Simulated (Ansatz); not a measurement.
Crystal: VWC2.

```
W V C
1.0
     1.51704    0.87586    4.93389
    -1.51704    0.87586    4.93389
     0.00000   -1.75173    4.93389
W V C
1 1 2
Direct
  0.00000 0.00000 0.00000
  0.50000 0.50000 0.50000
  0.24649 0.24649 0.24649
  0.75351 0.75351 0.75351
```

The cell comes from a database or a generator and needn't be the stable form of this composition.

Base run:

```yaml
Program: Ansatz 0.2.0
Functional: PBE
Potentials_or_basis: Ansatz PAW
Cutoff: "420 eV (not typed: the program's choice for these potentials)"
k_mesh: 9 × 9 × 9
Occupations: fermi-dirac, width 0.05 eV
Spin: collinear spin, ferromagnetic start
Starting_moments: "[0.0, 1.5, 0.0, 0.0] μB"
Fixed_moment: 1.5 μB
```

Its results: pressure 1.8 GPa; site moments W +0.21; V +0.85; C +0.02 μB; largest force 0.334 eV/Å.

Task: The run is repeated on the same cell with these changes: fixed moment from 1.5 μB to 2 μB; moments at the start from [0.0, 1.5, 0.0, 0.0] to [0.0, 2.0, 0.0, 0.0]. What comes out?

Result: Pressure 4.3 GPa; site moments W +0.32; V +1.02; C +0.05 μB; largest force 0.444 eV/Å.

Caveats: the total moment is fixed, so each spin has its own Fermi level; the thresholds are loose for stress.
